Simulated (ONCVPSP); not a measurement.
# Pseudopotential generation for germanium: ONCV, LDA (Perdew-Wang 92)

Task: generate the file, and judge it by its errors in other configurations, its logarithmic derivatives, its ghosts and its cutoff.

The numbers are computed with ONCVPSP 4.0.1.1 (patched build) (LDA (Perdew-Wang 92), scalar-relativistic, spin-unpolarised reference atom).

## 1. Settings

Typed settings, in words:

```json
{"element": "germanium (Ge, Z = 32)", "type": "optimised norm-conserving Vanderbilt (ONCV)", "frozen core": "[Ar] 3d10", "valence charge": "4", "reference configuration": "4s1.5 4p2.5", "partial waves": "4s: rc 1.45 bohr, ncon 5, nbas 9, qcut 4.6 1/bohr, 2 projectors, debl 3.8 Ha; 4p: rc 2.25 bohr, ncon 5, nbas 8, qcut 3.5 1/bohr, 1 projector", "local potential": "polynomial inside 1.00 bohr (lpopt 5, dvloc0 0 Ha)", "core correction": "polynomial model core, fcfact 0.3"}
```

An earlier all-electron run gives the scale for the radii.

All-electron outer shells of the reference configuration (LDA (PZ), scalar-relativistic, ld1.x):

```
shell  level (eV)  outermost node (bohr)  outermost maximum (bohr)
   3p     -116.28                   0.23                      0.54
   3d      -30.43                      –                      0.50
   4s      -12.45                   0.77                      1.73
   4p       -4.40                   0.82                      2.16
```

## 2. The generation run

The input, Ge.dat:

```
# ATOM AND REFERENCE CONFIGURATION
# atsym  z   nc   nv     iexc    psfile
  Ge 32.00    6    2  -001012      upf
#
#   n    l    f
    1    0    2.00
    2    0    2.00
    2    1    6.00
    3    0    2.00
    3    1    6.00
    3    2   10.00
    4    0    1.50
    4    1    2.50
#
# PSEUDOPOTENTIAL AND OPTIMIZATION
# lmax
    1
#
#   l,   rc,      ep,       ncon, nbas, qcut
    0    1.45    0.00    5    9    4.60
    1    2.25    0.00    5    8    3.50
#
# LOCAL POTENTIAL
# lloc, lpopt,  rc(5),   dvloc0
    4    5    1.00    0.00
#
# VANDERBILT-KLEINMAN-BYLANDER PROJECTORs
# l, nproj, debl
    0    2    3.80
    1    1    0.90
#
# MODEL CORE CHARGE
# icmod, fcfact, rcfact
    1    0.30    0.00
#
# LOG DERIVATIVE ANALYSIS
# epsh1, epsh2, depsh
   -2.00    5.00    0.02
#
# OUTPUT GRID
# rlmax, drl
    6.00    0.01
#
# TEST CONFIGURATIONS
# ncnf
    4
# nvcnf
#   n    l    f
    2
    4    0    2.00
    4    1    2.00
#
    2
    4    0    2.00
    4    1    1.00
#
    2
    4    0    2.00
    4    1    0.00
#
    2
    4    0    0.00
    4    1    4.00
#
```

Started as:

```
oncvpsp.x < Ge.dat > Ge.out
```

Before running it: what results should come out? Wanted: cutoffs for 1 and 0.1 mHa per electron, occupied waves; bound ghosts; GHOST(+) flags; largest test error; largest phase difference near zero energy, channels read; rms error of d²Exc/dn², without and with the model core.

The runs gave:

| quantity | value |
| --- | --- |
| cutoffs for 1 and 0.1 mHa per electron, occupied waves | 75 Ha and 104 Ha |
| bound ghosts | s at -84.27 eV |
| GHOST(+) flags | p at 36 eV |
| largest test error (AE − PS) | -33 meV, for 4s2 4p0 |
| largest phase difference near zero energy, channels read | 0.011 rad |
| rms error of d²Exc/dn², without and with the model core | 8.73 and 0.82 mHa |

A bound ghost (s) makes it unfit for use: electrons can fall into a state that the atom doesn't have. By total energies transferability is fair: the largest error is 33 meV on 19.4 eV, for 4s2 4p0. It counts as very hard, with 75 Ha needed at the looser tolerance. At the looser tolerance the 4s wave is the slowest; 4p needs 6 Ha. Near zero energy the phases of the channels with partial waves agree within 0.011 rad. The program also flags highly localised states, GHOST(+) (p). These are tests on the free atom; a crystal test is still owed.
